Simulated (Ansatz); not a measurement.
**BF2HO + H2 + HF: a complex and its separated parts**

The complex below is one end of an elementary step. How strongly is it bound against its free parts?

Program: Ansatz 0.2.0, Gaussian basis. Level of theory: PBE0-D4/def2-TZVP structures, single points in def2-TZVPP, no counterpoise correction. These are calculated values, not measurements.

Levels: SPW92, PBE-D4, BLYP-D4, r2SCAN-D4, B97M-V, PBE0-D4, B3LYP-D4, r2SCAN0-D4, BHLYP-D4, CAM-B3LYP-D4, wB97X-V, wB97M-V, B2PLYP, PBE-QIDH, RPA on PBE, Hartree-Fock, MP2, CCSD, CCSD(T).

Cores are frozen in the correlated methods. B3LYP uses VWN-RPA correlation. B2PLYP carries no dispersion term here.

25 further runs of the same task are left out: 25 set aside as unsound or not needed.

**1. Starting geometry**

The complex: 9 atoms, charge 0, spin multiplicity 1.

Atoms are counted from 1 here; the program's logs count them from 0.

Bond lengths: B1–F3 1.310 Å, B1–F4 1.320 Å, B1–O6 1.358 Å, H2–H7 0.748 Å, H5–F8 0.933 Å, O6–H9 0.962 Å. Angles: F3–B1–F4 119.8°, F3–B1–O6 119.0°, F4–B1–O6 121.2°, B1–O6–H9 114.0°.

Geometry (Å):

```csv
atom,x (Å),y (Å),z (Å)
B1,0.1069,-1.3297,-0.0877
H2,-1.9140,0.9001,1.0193
F3,-0.7338,-1.4277,-1.0882
F4,0.0568,-2.2044,0.8997
H5,0.7673,1.2457,-0.8306
O6,1.0256,-0.3301,-0.0967
H7,-1.4939,1.3343,0.5789
F8,0.5861,2.1294,-1.0697
H9,1.5988,-0.3178,0.6751
```

Its parts: BF2HO holds atoms 1, 3, 4, 6, 9; H2 holds atoms 2, 7; HF holds atoms 5, 8. Each part counts its atoms afresh in its own runs.

**2. Relaxing BF2HO alone**

Contents of relax-a/in.yaml:

```yaml
crystal:
  periodic: [false, false, false]
  atoms:
    - {symbol: B, position_ang: [0.106945, -1.329712, -0.087750]}
    - {symbol: F, position_ang: [-0.733757, -1.427652, -1.088225]}
    - {symbol: F, position_ang: [0.056757, -2.204418, 0.899712]}
    - {symbol: O, position_ang: [1.025615, -0.330073, -0.096719]}
    - {symbol: H, position_ang: [1.598844, -0.317760, 0.675128]}
basis:
  gaussian: {orbitals: def2-TZVP}
hamiltonian: {xc: pbe0, dispersion: d4}
relax: {f_tol: 0.005, max_steps: 200}
```

The command line of these runs was not kept.

The runs that follow: Relaxing H2 alone; Relaxing HF alone; wB97M-V/def2-TZVPP; CCSD(T)/def2-TZVPP; Vibrations of BF2HO; Vibrations of H2; Vibrations of HF.

What does the calculation give? Wanted: complex less parts, CCSD(T)/def2-TZVPP; with zero-point energy; largest T1 diagnostic.

As calculated:

| quantity | value |
| --- | --- |
| complex less parts, CCSD(T)/def2-TZVPP | -6.4 kcal/mol |
| with zero-point energy | -3.5 kcal/mol |
| largest T1 diagnostic | 0.012 |

What this shows: At CCSD(T) the complex lies 6.4 kcal/mol below its parts. The functionals run from PBE-QIDH, off by -0.1 kcal/mol, to SPW92, off by -5.3 kcal/mol, against CCSD(T). Mean unsigned error by rung: LDA 5.3, GGA 1.2, meta-GGA 0.8, hybrid 0.9, range-separated hybrid 1.0, double hybrid 0.1 kcal/mol. PBE-D4 gives a relative energy 1.6 kcal/mol too low, outside chemical accuracy (1 kcal/mol). No counterpoise was applied, and triple zeta lacks some correlation, so the CCSD(T) reference has a basis error of its own, and close matches with it are partly luck.
